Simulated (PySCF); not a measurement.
# ZnS−: from the state search to spectroscopic constants

The task here is to estimate one member of a computed series from the others.

Computed with PySCF 2.14.0. Level: Zn def2-TZVPPD, S def2-TZVPPD, no relativity.

1 further run of the same task is left out (set aside as unsound or not needed).

The first run:

A driver script around PySCF takes these settings:

* atoms: Zn, S
* charge: -1
* basis: Zn def2-TZVPPD, S def2-TZVPPD
* Hamiltonian: no relativity
* basis functions: 118
* electrons treated: 47
* masses in u: 63.9291, 31.9721
* levels: PBE0, PBE, r²SCAN, M06-2X, M06-L, B2PLYP, r²SCAN0, TPSSh, CAM-B3LYP, HF, MP2, SCS-MP2
* grid: 80 radial by 434 angular points
* occupations: held fixed by the projection of orbital angular momentum
* dissociation limit: Zn + S−, each in its ground configuration
* starting distance in angstrom: 2.275
* values of 2S to try: 1, 3

On the command line:

```console
OMP_NUM_THREADS=2 python dia.py task.json out
```

Among the steps run: Input; The PBE0 curve of the state that the search chose; Higher solutions at PBE0; PBE; r²SCAN (meta-GGA); M06-2X (hybrid meta-GGA); M06-L (meta-GGA); B2PLYP (double hybrid); r²SCAN0 (hybrid meta-GGA); TPSSh; CAM-B3LYP (range-separated hybrid); UHF.

One table of the session follows, with a row left open; its other results are not shown here.

It belongs to the step «The curves together». Energy (eV) from each level's lowest point:

| R (Å) | UHF | UHF-MP2 | UHF-SCS-MP2 | PBE | r²SCAN |
| --- | --- | --- | --- | --- | --- |
| 1.843 | 1.090 | 0.791 | 0.883 | 0.913 | 0.808 |
| 1.929 | 0.502 | 0.320 | 0.380 | 0.408 | 0.333 |
| 2.014 | 0.170 | 0.078 | 0.112 | 0.132 | 0.087 |
| 2.079 | 0.046 | 0.005 | 0.021 | 0.033 | 0.010 |
| 2.143 | 0.000 | 0.000 | 0.000 | 0.000 | 0.000 |
| 2.207 | ? | ? | ? | ? | ? |
| 2.293 | 0.088 | 0.171 | 0.138 | 0.092 | 0.145 |
| 2.400 | 0.223 | 0.405 | 0.347 | 0.239 | 0.326 |
| 2.529 | 0.370 | 0.722 | 0.625 | 0.447 | 0.569 |
| 2.700 | 0.513 | 1.040 | 0.896 | 0.722 | 0.874 |

Q: Estimate the row for R (Å) = 2.207 from the others.

Worked estimate for «UHF». A straight line through the neighbours (2.143, 0.000) and (2.293, 0.088) gives 0.000 + (0.088 − 0.000) × (2.207 − 2.143) / (2.293 − 2.143) = 0.038; a parabola fitted to 4 rows on both sides gives 0.021.

**Answer.** UHF: 0.012; UHF-MP2: 0.047; UHF-SCS-MP2: 0.032; PBE: 0.017; r²SCAN: 0.039. In «UHF» the line misses by +0.026 and the parabola by +0.009.
